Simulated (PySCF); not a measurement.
# A diatomic session: GeCl

One table from this session's results is given with a row withheld; the runs are named, their logs left out.

Computed with PySCF 2.14.0. Level: Ge def2-TZVPPD, Cl def2-TZVPPD, no relativity.

Set-up of the first run:

Settings of the job:

| Property | Result |
| --- | --- |
| atoms | Ge, Cl |
| charge | 0 |
| basis | Ge def2-TZVPPD, Cl def2-TZVPPD |
| Hamiltonian | no relativity |
| basis functions | 105 |
| electrons treated | 49 |
| masses in u | 73.9212, 34.9689 |
| levels | PBE0, PBE, r²SCAN, BLYP, M06, MN15, TPSSh, TPSS, ωB97X-V, HF, MP2, SCS-MP2, CCSD, CCSD(T) |
| grid | 80 radial by 434 angular points |
| occupations | held fixed by the projection of orbital angular momentum |
| dissociation limit | Ge + Cl, each in its ground configuration |
| starting distance in angstrom | 2.130 |
| values of 2S to try | 1, 3 |

The run is started by

```
$ OMP_NUM_THREADS=2 python dia.py task.json out
```

Among the steps run: Input; PBE0 along the bond; Excited determinants; PBE; r²SCAN (meta-GGA); BLYP; M06 (hybrid meta-GGA); MN15; TPSSh; TPSS (meta-GGA); ωB97X-V (range-separated hybrid); UHF (mean field); Adding correlation.

One table of the session follows, with a row left open; its other results are not shown here.

Energy (eV) from each level's lowest point:

```
R (Å)    UHF  UHF-MP2  UHF-SCS-MP2  UHF-CCSD  UHF-CCSD(T)
1.875  1.144    1.032        1.079       n/a          n/a
1.962  0.515    0.443        0.475     0.469        0.476
2.049  0.169    0.129        0.147     0.143        0.148
2.115  0.043    0.024        0.033     0.030        0.033
2.180  0.000    0.000        0.000     0.000        0.000
2.245  0.020    0.038        0.030     0.032        0.030
2.333  0.118    0.159        0.140     0.146        0.141
2.442      ?        ?            ?         ?            ?
2.572  0.620    0.719        0.674     0.690        0.676
2.747  1.070    1.205        1.145       n/a          n/a
```

**Question.** Estimate the row for R (Å) = 2.442.

Worked estimate for «UHF». A straight line through the neighbours (2.333, 0.118) and (2.572, 0.620) gives 0.118 + (0.620 − 0.118) × (2.442 − 2.333) / (2.572 − 2.333) = 0.347; a parabola fitted to 4 rows on both sides gives 0.328.

The run gave: UHF: 0.317; UHF-MP2: 0.385; UHF-SCS-MP2: 0.354; UHF-CCSD: 0.365; UHF-CCSD(T): 0.355. In «UHF» the line misses by +0.030 and the parabola by +0.011.
